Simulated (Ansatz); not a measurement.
**GaCS (doublet): from Hartree-Fock to the top rungs, cc-pVDZ**

How much of the correlation energy of GaCS (doublet) does each wave-function method recover here?

Method: cc-pVDZ, core rule «outside noble gas», up to 20 orbitals frozen; program: Ansatz 0.2.0, Gaussian basis.

Plan: UHF; CCSD(T) on ROHF; CCSD(T) on UHF; BCCD(T) on ROHF; CISD as a restricted active space (open shells left free, so some higher excitations enter); CCSDT(Q) on ROHF; CCSDT(Q) on UHF.

23 further runs of the same task are left out: 7 for a known fault of the program, 6 that didn't finish, 10 set aside as unsound or not needed. Runs told in other sessions of the task aren't counted.

## 1. The geometry

The geometry is a PBE0/def2-TZVP stationary point (not a proven minimum) of the parent state, kept for this charge and spin. No spin-orbit coupling is included. The filled d shell of Ga may be among the frozen orbitals whatever the setting's name suggests.

3 atoms, charge 0, spin multiplicity 2.

Atoms are counted from 1 here; the program's logs count them from 0.

Bond lengths: C1–S2 1.726 Å, C1–Ga3 1.874 Å, S2–Ga3 2.403 Å. Angles: S2–C1–Ga3 83.7°, C1–S2–Ga3 50.8°, C1–Ga3–S2 45.5°.

## 2. UHF

File in.yaml:

```yaml
crystal:
  periodic: [false, false, false]
  atoms:
    - {symbol: C, position_ang: [0.000000, -1.160693, 0.575194]}
    - {symbol: S, position_ang: [0.000000, 0.246092, 1.574708]}
    - {symbol: Ga, position_ang: [0.000000, 0.086769, -0.823279]}
basis:
  gaussian: {orbitals: cc-pVDZ}
magnetization: {spin_polarized: true, initial_magnetization: 1}
hamiltonian: {xc: hf}
output: {orbitals: {seedname: orbitals}}
```

On the command line:

```
$ ansatz run in.yaml --threads 1 --pin off --events-out ev --progress --plain --max-ram 2393MiB
```

Further steps of the session: CCSD(T) on ROHF; CCSD(T) on UHF; BCCD(T) on ROHF; CISD as a restricted active space (open shells left free, so some higher excitations enter); CCSDT(Q) on ROHF; CCSDT(Q) on UHF.

Before running them: what should the planned runs give, taken together? Wanted: UCCSDT(Q) from the RHF energy; RMP2 from UCCSDT(Q); UMP2 from UCCSDT(Q); RCCSD from UCCSDT(Q); RCCSD(T) from UCCSDT(Q); UCCSD(T) from UCCSDT(Q); RCCSDT(Q) from UCCSDT(Q); T1 diagnostic.

As calculated:

| quantity | value |
| --- | --- |
| UCCSDT(Q) from the ROHF energy | -9.2689 eV |
| RMP2 from UCCSDT(Q) | +1288.3 meV |
| UMP2 from UCCSDT(Q) | +1611.2 meV |
| RCCSD from UCCSDT(Q) | +558.8 meV |
| RCCSD(T) from UCCSDT(Q) | +82.1 meV |
| UCCSD(T) from UCCSDT(Q) | +108.4 meV |
| RCCSDT(Q) from UCCSDT(Q) | +13.2 meV |
| levels within 1 kcal/mol (43 meV) | RCCSDT(Q) |
| T1 diagnostic | 0.037 |

**Reading.** RCCSD(T) misses by +82.1 meV, 0.9 % of the correlation energy. CCSD(T) misses by +82.1 meV on the restricted determinant and by +108.4 meV on the unrestricted one; the two need not hold the same state or core. These misses are within one basis, not against nature; the frozen cores of restricted and unrestricted runs differ, which can shift their rows.
